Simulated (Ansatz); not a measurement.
# GaN with a defect (As on an N site): a single-point run

Wanted: field gradients for GaN with a defect (As on an N site).

The COD entry's cell or inner coordinates are ideal or old and differ from later refinements, so a difference from it is no clean test against experiment.

Program: Ansatz 0.2.0. Level of theory: DFT, PBE, plane-wave PAW, default files, scalar-relativistic. These are calculated values, not measurements.

### Step 1. The structure to begin with

The structure is trigonal, space group P3m1 (No. 156). Conventional cell: a = 6.360 Å, b = 6.360 Å, c = 10.332 Å, α = 90.00°, β = 90.00°, γ = 120.00°. Ga (site symmetry 3m) is surrounded by 1 As at 1.94 Å and 3 N at 1.95 Å. Ga (site symmetry 3m) is surrounded by 4 N at 1.94 to 1.95 Å. Ga (site symmetry m) is surrounded by 4 N at 1.94 to 1.95 Å. Around Ga (site symmetry m) lie 3 N at 1.94 to 1.95 Å and 1 As at 1.95 Å. Only part of the 16 independent sites is listed.

Structure file:

```cif
data_structure
_symmetry_space_group_name_H-M 'P 1'
_symmetry_Int_Tables_number 1
_cell_length_a 6.3600
_cell_length_b 6.3600
_cell_length_c 10.3320
_cell_angle_alpha 90.000
_cell_angle_beta 90.000
_cell_angle_gamma 120.000
_cell_volume 361.93
loop_
_atom_site_label
_atom_site_type_symbol
_atom_site_fract_x
_atom_site_fract_y
_atom_site_fract_z
_atom_site_occupancy
Ga1 Ga 0.16667 0.33333 0.00000 1
Ga2 Ga 0.16667 0.33333 0.50000 1
Ga3 Ga 0.16667 0.83333 0.00000 1
Ga4 Ga 0.16667 0.83333 0.50000 1
Ga5 Ga 0.66667 0.33333 0.00000 1
Ga6 Ga 0.66667 0.33333 0.50000 1
Ga7 Ga 0.66667 0.83333 0.00000 1
Ga8 Ga 0.66667 0.83333 0.50000 1
Ga9 Ga 0.33333 0.16667 0.25000 1
Ga10 Ga 0.33333 0.16667 0.75000 1
Ga11 Ga 0.33333 0.66667 0.25000 1
Ga12 Ga 0.33333 0.66667 0.75000 1
Ga13 Ga 0.83333 0.16667 0.25000 1
Ga14 Ga 0.83333 0.16667 0.75000 1
Ga15 Ga 0.83333 0.66667 0.25000 1
Ga16 Ga 0.83333 0.66667 0.75000 1
As1 As 0.16667 0.33333 0.18750 1
N1 N 0.16667 0.33333 0.68750 1
N2 N 0.16667 0.83333 0.18750 1
N3 N 0.16667 0.83333 0.68750 1
N4 N 0.66667 0.33333 0.18750 1
N5 N 0.66667 0.33333 0.68750 1
N6 N 0.66667 0.83333 0.18750 1
N7 N 0.66667 0.83333 0.68750 1
N8 N 0.33333 0.16667 0.43750 1
N9 N 0.33333 0.16667 0.93750 1
N10 N 0.33333 0.66667 0.43750 1
N11 N 0.33333 0.66667 0.93750 1
N12 N 0.83333 0.16667 0.43750 1
N13 N 0.83333 0.16667 0.93750 1
N14 N 0.83333 0.66667 0.43750 1
N15 N 0.83333 0.66667 0.93750 1
```

### Step 2. Input and run

File input.yaml:

```yaml
crystal:
  lattice:
    - [6.36, 0.0, 0.0]
    - [-3.18, 5.507921568, 0.0]
    - [0.0, 0.0, 10.332]
  atoms:
    - { symbol: Ga, position: [0.1666666666, 0.3333333334, 0.0] }
    - { symbol: Ga, position: [0.1666666666, 0.3333333334, 0.5] }
    - { symbol: Ga, position: [0.1666666666, 0.8333333334, 0.0] }
    - { symbol: Ga, position: [0.1666666666, 0.8333333334, 0.5] }
    - { symbol: Ga, position: [0.6666666666, 0.3333333334, 0.0] }
    - { symbol: Ga, position: [0.6666666666, 0.3333333334, 0.5] }
    - { symbol: Ga, position: [0.6666666666, 0.8333333334, 0.0] }
    - { symbol: Ga, position: [0.6666666666, 0.8333333334, 0.5] }
    - { symbol: Ga, position: [0.3333333334, 0.1666666666, 0.25] }
    - { symbol: Ga, position: [0.3333333334, 0.1666666666, 0.75] }
    - { symbol: Ga, position: [0.3333333334, 0.6666666666, 0.25] }
    - { symbol: Ga, position: [0.3333333334, 0.6666666666, 0.75] }
    - { symbol: Ga, position: [0.8333333334, 0.1666666666, 0.25] }
    - { symbol: Ga, position: [0.8333333334, 0.1666666666, 0.75] }
    - { symbol: Ga, position: [0.8333333334, 0.6666666666, 0.25] }
    - { symbol: Ga, position: [0.8333333334, 0.6666666666, 0.75] }
    - { symbol: As, position: [0.1666666666, 0.3333333334, 0.1875] }
    - { symbol: "N", position: [0.1666666666, 0.3333333334, 0.6875] }
    - { symbol: "N", position: [0.1666666666, 0.8333333334, 0.1875] }
    - { symbol: "N", position: [0.1666666666, 0.8333333334, 0.6875] }
    - { symbol: "N", position: [0.6666666666, 0.3333333334, 0.1875] }
    - { symbol: "N", position: [0.6666666666, 0.3333333334, 0.6875] }
    - { symbol: "N", position: [0.6666666666, 0.8333333334, 0.1875] }
    - { symbol: "N", position: [0.6666666666, 0.8333333334, 0.6875] }
    - { symbol: "N", position: [0.3333333334, 0.1666666666, 0.4375] }
    - { symbol: "N", position: [0.3333333334, 0.1666666666, 0.9375] }
    - { symbol: "N", position: [0.3333333334, 0.6666666666, 0.4375] }
    - { symbol: "N", position: [0.3333333334, 0.6666666666, 0.9375] }
    - { symbol: "N", position: [0.8333333334, 0.1666666666, 0.4375] }
    - { symbol: "N", position: [0.8333333334, 0.1666666666, 0.9375] }
    - { symbol: "N", position: [0.8333333334, 0.6666666666, 0.4375] }
    - { symbol: "N", position: [0.8333333334, 0.6666666666, 0.9375] }
kpoints:
  mp_grid: { grid: [4, 4, 2] }
scf:
  occupations: { method: methfessel_paxton, width: 2.0 }
  max_iter: 100
hamiltonian:
  xc: pbe
  pseudopotentials: { kind: paw }
output:
  forces: true
  stress: true
  populations: true
  efg:
    quadrupole_moments_barn: { Ga: 0.107, As: 0.311, "N": 0.02044 }
    contact_densities: true
```

Command:

```sh
$ ansatz run input.yaml --threads 1 --pin off --max-ram 3072MiB --backend cpu --events-out ev --progress --plain --runs-dir out
```

**Question.** How will this run end, and is anything wrong with its input?

The run converged and reported no error. It gives a pressure of 20 GPa and a largest force of 10.3 eV/Å, which is large; a structure far from rest gives such values too, whatever the setting.

Look at the input: scf.occupations.method is methfessel_paxton; scf.occupations.width is 2.0. The width is far wider than usual, so occupations near the Fermi level are blurred and the entropy term grows.

To check: set scf.occupations.method to fermi_dirac and scf.occupations.width to 0.01.
